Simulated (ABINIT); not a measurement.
# SnO2 (P4_2/mnm) in ABINIT: single point with PBE

Aim: the single point of SnO2 with PBE.

All numbers are computed with ABINIT 10.8.3 (patched build); they aren't measurements. Logs are shortened: lines on timing, memory, paths and dates and some standing lists are left out, and cuts for length are marked. The log counts tension as positive stress, the text compression.

## 1. The structure

The structure is tetragonal, space group P4_2/mnm (No. 136). Conventional cell: a = 4.738 Å, b = 4.738 Å, c = 3.187 Å, α = 90.00°, β = 90.00°, γ = 90.00°. Around Sn (site symmetry mmm) lie 6 O at 2.05 to 2.06 Å. Around O (site symmetry m2m) lie 3 Sn at 2.05 to 2.06 Å.

## 2. Single point, PBE

run.abi reads:

```
# Pseudopotentials
pp_dirpath "./"
pseudos "Sn.upf, O.upf"

# Structure
acell 8.9535223785 8.9535223785 6.0216122961
rprim
     1.0000000000     0.0000000000     0.0000000000
     0.0000000000     1.0000000000     0.0000000000
     0.0000000000     0.0000000000     1.0000000000
ntypat 2
znucl 50 8
natom 6
typat 1 1 2 2 2 2
xred
     0.0000000000     0.0000000000     0.0000000000
     0.5000000000     0.5000000000     0.5000000000
     0.3071000000     0.3071000000     0.0000000000
     0.1929000000     0.8071000000     0.5000000000
     0.6929000000     0.6929000000     0.0000000000
     0.8071000000     0.1929000000     0.5000000000

# Plane-wave basis
ecut 42.0

# k points
kptopt 1
ngkpt 4 4 6
nshiftk 1
shiftk 0.0 0.0 0.0

# Exchange and correlation
ixc 11

# Bands and occupations
nband 32
occopt 3
tsmear 0.05 eV

# SCF cycle
nstep 100
tolvrs 1.0e-10

# Output
iomode 3
prtwf 0
prtden 0
prteig 0
prtebands 0
enunit 1
```

Potentials or basis: PseudoDojo NC SR PBE v0.4.1 standard.

On the command line:

```bash
$ abinit run.abi > log 2>&1
```

run.abo:

```text
.Version 10.8.3 of ABINIT
 Symmetries : space group P4_2/m n m (#136); Bravais tP (primitive tetrag.)
================================================================================
 Values of the parameters that define the memory need of the present run
     intxc =       0    ionmov =       0      iscf =       7    lmnmax =       6
     lnmax =       6     mgfft =      54  mpssoang =       3    mqgrid =    3001
     natom =       6  nloc_mem =       1    nspden =       1   nspinor =       1
    nsppol =       1      nsym =      16    n1xccc =    2501    ntypat =       2
    occopt =       3   xclevel =       2
       mpw =        6296          nfft =      104976          nkpt =          24
================================================================================
================================================================================

--------------------------------------------------------------------------------
------------- Echo of variables that govern the present computation ------------
--------------------------------------------------------------------------------
 -outvars: echo values of preprocessed input variables --------
            acell      8.9535223785E+00  8.9535223785E+00  6.0216122961E+00 Bohr
              amu      1.18710000E+02  1.59994000E+01
             ecut      4.20000000E+01 Hartree
           enunit           1
              ixc          11
         kptrlatt        4    0    0      0    4    0      0    0    6
          kptrlen      3.58140895E+01
            natom           6
            nband          32
            ngfft          54      54      36
             nkpt          24
            nstep         100
             nsym          16
           ntypat           2
           occopt           3
           prtden           0
        prtebands           0
           prteig           0
            prtwf           0
          spgroup         136
           tolvrs      1.00000000E-10
           tsmear      1.83746611E-03 Hartree
            typat      1  1  2  2  2  2
           xangst      0.0000000000E+00  0.0000000000E+00  0.0000000000E+00
                       2.3689999984E+00  2.3689999984E+00  1.5932499989E+00
                       1.4550397990E+00  1.4550397990E+00  0.0000000000E+00
                       9.1396019938E-01  3.8240397974E+00  1.5932499989E+00
                       3.2829601978E+00  3.2829601978E+00  0.0000000000E+00
                       3.8240397974E+00  9.1396019938E-01  1.5932499989E+00
            xcart      0.0000000000E+00  0.0000000000E+00  0.0000000000E+00
                       4.4767611893E+00  4.4767611893E+00  3.0108061481E+00
                       2.7496267224E+00  2.7496267224E+00  0.0000000000E+00
                       1.7271344668E+00  7.2263879117E+00  3.0108061481E+00
                       6.2038956561E+00  6.2038956561E+00  0.0000000000E+00
                       7.2263879117E+00  1.7271344668E+00  3.0108061481E+00
             xred      0.0000000000E+00  0.0000000000E+00  0.0000000000E+00
                       5.0000000000E-01  5.0000000000E-01  5.0000000000E-01
[... 151 lines left out ...]
    3     -0.00389005059386    -0.00389005059386    -0.00000000000000
    4      0.00389005059386    -0.00389005059386    -0.00000000000000
    5      0.00389005059386     0.00389005059386    -0.00000000000000
    6     -0.00389005059386     0.00389005059386    -0.00000000000000
 frms,max,avg= 2.5933671E-03 3.8900506E-03   0.000E+00  0.000E+00  0.000E+00 h/b

 cartesian forces (eV/Angstrom) at end:
    1     -0.00000000000000    -0.00000000000000    -0.00000000000000
    2     -0.00000000000000    -0.00000000000000    -0.00000000000000
    3     -0.20003444425937    -0.20003444425937    -0.00000000000000
    4      0.20003444425937    -0.20003444425937    -0.00000000000000
    5      0.20003444425937     0.20003444425937    -0.00000000000000
    6     -0.20003444425937     0.20003444425937    -0.00000000000000
 frms,max,avg= 1.3335630E-01 2.0003444E-01   0.000E+00  0.000E+00  0.000E+00 e/A
 length scales=  8.953522378500  8.953522378500  6.021612296100 bohr
              =  4.737999996798  4.737999996798  3.186499997828 angstroms
 Fermi (or HOMO) energy (eV) =   5.34289   Average Vxc (eV)= -11.45471
 Eigenvalues (   eV  ) for nkpt=  24  k points:
 kpt#   1, nband= 32, wtk=  0.01042, kpt=  0.0000  0.0000  0.0000 (reduced coord)
 -16.44856  -15.70780  -15.41725  -15.39580  -15.39580  -15.29351  -15.26164  -15.17450
 -15.16541  -15.16541  -14.19875  -12.33749  -12.33749  -10.57252   -3.39920    0.65484
   0.65484    0.74385    1.61552    2.67525    2.74731    3.46004    3.46004    3.96324
   3.96324    4.70895    5.97462   10.83337   11.10041   11.10041   15.20617   15.34479
 prteigrs : prtvol=0 or 1, do not print more k-points.

--- !EnergyTerms
iteration_state     : {dtset: 1, }
comment             : Components of total free energy in Hartree
kinetic             :  1.40305659271994E+02
hartree             :  4.94406788511519E+01
xc                  : -6.11744236849553E+01
Ewald energy        : -1.53716967641840E+02
psp_core            :  9.70396359804002E+00
local_psp           : -1.52146571604775E+02
non_local_psp       : -5.62008966987264E+01
internal            : -2.23788557909111E+02
'-kT*entropy'       : -3.43554257993059E-09
total_energy        : -2.23788557912546E+02
total_energy_eV     : -6.08959688678939E+03
band_energy         : -1.34579512561396E+01
...

 Cartesian components of stress tensor (hartree/bohr^3)
  sigma(1 1)= -3.80000022E-04  sigma(3 2)=  0.00000000E+00
  sigma(2 2)= -3.80000022E-04  sigma(3 1)=  0.00000000E+00
  sigma(3 3)= -5.03390215E-04  sigma(2 1)=  0.00000000E+00

-Cartesian components of stress tensor (GPa)         [Pressure=  1.2390E+01 GPa]
- sigma(1 1)= -1.11799866E+01  sigma(3 2)=  0.00000000E+00
- sigma(2 2)= -1.11799866E+01  sigma(3 1)=  0.00000000E+00
- sigma(3 3)= -1.48102515E+01  sigma(2 1)=  0.00000000E+00

== END DATASET(S) ==============================================================
================================================================================

 -outvars: echo values of variables after computation  --------
            acell      8.9535223785E+00  8.9535223785E+00  6.0216122961E+00 Bohr
           etotal     -2.2378855791E+02
            fcart     -1.4456028966E-19 -1.4456028966E-19 -0.0000000000E+00
                      -1.4456028966E-19 -1.4456028966E-19 -0.0000000000E+00
                      -3.8900505939E-03 -3.8900505939E-03 -0.0000000000E+00
                       3.8900505939E-03 -3.8900505939E-03 -0.0000000000E+00
                       3.8900505939E-03  3.8900505939E-03 -0.0000000000E+00
                      -3.8900505939E-03  3.8900505939E-03 -0.0000000000E+00
           strten     -3.8000002159E-04 -3.8000002159E-04 -5.0339021515E-04
                       0.0000000000E+00  0.0000000000E+00  0.0000000000E+00
           xangst      0.0000000000E+00  0.0000000000E+00  0.0000000000E+00
                       2.3689999984E+00  2.3689999984E+00  1.5932499989E+00
                       1.4550397990E+00  1.4550397990E+00  0.0000000000E+00
                       9.1396019938E-01  3.8240397974E+00  1.5932499989E+00
                       3.2829601978E+00  3.2829601978E+00  0.0000000000E+00
                       3.8240397974E+00  9.1396019938E-01  1.5932499989E+00
             xred      0.0000000000E+00  0.0000000000E+00  0.0000000000E+00
                       5.0000000000E-01  5.0000000000E-01  5.0000000000E-01
                       3.0710000000E-01  3.0710000000E-01  0.0000000000E+00
                       1.9290000000E-01  8.0710000000E-01  5.0000000000E-01
                       6.9290000000E-01  6.9290000000E-01  0.0000000000E+00
                       8.0710000000E-01  1.9290000000E-01  5.0000000000E-01
 Calculation completed.
```

Run time: 3.6 min. Hardware: 1 thread of Intel Xeon Platinum 8375C at 2.90GHz (Ice Lake), shared host; peak memory 0.14 GiB.

Results:

| Item | Value |
| --- | --- |
| Free energy | -6089.5969 eV |
| Pressure | 12.4 GPa |
| Largest force | 0.283 eV/Å |
| Band gap on the k mesh | 1.27 eV, direct |
| Valence electrons inside the program's atomic spheres | Sn 10.45; O 6.33 |

Forces on the atoms (eV/Å):
```
Sn   0.000  0.000  0.000
Sn   0.000  0.000  0.000
O   -0.200 -0.200  0.000
O    0.200 -0.200  0.000
O    0.200  0.200  0.000
O   -0.200  0.200  0.000
```

Caveat: spin-orbit coupling is left out, which moves the levels of the heavy elements. Expect the measured gap to be larger: semilocal functionals such as PBE lack the derivative discontinuity.
